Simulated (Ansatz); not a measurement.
# C₂H₇BSi: up Jacob's ladder to CCSD(T)

The task here is to estimate one member of a computed series from the others.

Computed with Ansatz 0.2.0, Gaussian basis. Level: functionals in def2-TZVPP, the program's frozen cores in correlated methods.

Plan: LDA (SPW92), PBE-D4, revPBE-D4, BLYP-D4, r2SCAN-D4, B97M-V, PBE0-D4, B3LYP-D4, r2SCANh-D4, r2SCAN0-D4, HSE06-D4, BHLYP-D4, CAM-B3LYP-D4, LC-ωPBE, ωB97X-V, ωB97M-V, B2PLYP, PBE-QIDH; CCSD(T)/def2-SVP; CCSD(T)/def2-TZVPP; MP2/def2-QZVPP; extrapolation to the limit; RPA on PBE.

### The geometry

An earlier PBE0-D4 in a triple-zeta def2 set relaxation fixed the geometry.

11 atoms, charge 0, spin multiplicity 1.

Atoms are counted from 1 here; the program's logs count them from 0.

Bond lengths: B1–Si2 2.090 Å, B1–C3 1.667 Å, B1–C4 1.591 Å, B1–H5 1.189 Å, B1–H6 1.280 Å, Si2–C3 1.768 Å, Si2–H7 1.481 Å, Si2–H8 1.478 Å, C3–C4 1.487 Å, C3–H9 1.081 Å, C4–H10 1.085 Å, C4–H11 1.086 Å. Angles: Si2–B1–C3 54.8°, Si2–B1–C4 93.2°, Si2–B1–H5 127.2°, Si2–B1–H6 59.2°, C3–B1–C4 54.2°, C3–B1–H5 126.5°, C3–B1–H6 108.8°, C4–B1–H5 132.4°, C4–B1–H6 109.6°, H5–B1–H6 112.4°, B1–Si2–C3 50.3°, B1–Si2–H7 118.5°, B1–Si2–H8 117.1°, C3–Si2–H7 124.3°, C3–Si2–H8 119.5°, H7–Si2–H8 112.7°, B1–C3–Si2 74.9°, B1–C3–C4 60.3° and more.

Set-up of the first run:

Contents of in.yaml:

```yaml
crystal:
  periodic: [false, false, false]
  atoms:
    - {symbol: B, position_ang: [-0.323513, 0.816864, -0.352924]}
    - {symbol: Si, position_ang: [-0.436947, -0.524514, 1.246456]}
    - {symbol: C, position_ang: [-0.024697, -0.820391, -0.447447]}
    - {symbol: C, position_ang: [0.993214, 0.144738, -0.940027]}
    - {symbol: H, position_ang: [-1.222168, 1.403239, -0.865427]}
    - {symbol: H, position_ang: [-0.108752, 1.207296, 0.847366]}
    - {symbol: H, position_ang: [0.556377, -0.408714, 2.339250]}
    - {symbol: H, position_ang: [-1.787002, -0.872396, 1.737987]}
    - {symbol: H, position_ang: [-0.631390, -1.410716, -1.120031]}
    - {symbol: H, position_ang: [1.114963, 0.181993, -2.017832]}
    - {symbol: H, position_ang: [1.935515, 0.225601, -0.406772]}
basis:
  gaussian: {orbitals: def2-TZVPP}
hamiltonian: {xc: lda}
output: {orbitals: {seedname: orbitals}}
```

Command:

```
$ ansatz run in.yaml --threads 2 --pin off --events-out ev --progress --plain --max-ram 4352MiB
```

Among the steps run: LDA; PBE-D4 (GGA); revPBE-D4 (GGA); BLYP-D4 (GGA); r2SCAN-D4 (meta-GGA); B97M-V (meta-GGA); B3LYP-D4 (hybrid); r2SCANh-D4 (hybrid); r2SCAN0-D4 (hybrid); HSE06-D4 (hybrid); BHLYP-D4 (hybrid); CAM-B3LYP-D4 (range-separated); LC-ωPBE (range-separated); ωB97X-V (range-separated); ωB97M-V (range-separated); B2PLYP (double hybrid); PBE-QIDH (double hybrid).

One of the session's tables, all rows but one given; the rest of the session is left out.

It belongs to the step «Frontier levels by functional». 

```
  functional  HOMO (eV)  gap (eV)
 LDA (SPW92)      -5.92      4.20
      PBE-D4      -5.77      4.26
   revPBE-D4      -5.71      4.29
     BLYP-D4      -5.60      4.23
   r2SCAN-D4      -5.93      4.70
      B97M-V      -6.01      4.68
     PBE0-D4      -6.79      6.11
    B3LYP-D4      -6.57      5.70
  r2SCANh-D4      -6.32      5.38
  r2SCAN0-D4      -6.90      6.40
    HSE06-D4      -6.40      5.34
    BHLYP-D4      -7.66      7.88
CAM-B3LYP-D4      -8.03      8.37
     LC-ωPBE      -9.35     10.78
     ωB97X-V          ?         ?
     ωB97M-V      -8.91     10.00
```

Estimate the missing values for ωB97X-V.

As computed: HOMO (eV): -9.00; gap (eV): 10.35. In the column «HOMO (eV)» it lies between LC-ωPBE (-9.35) and ωB97M-V (-8.91).
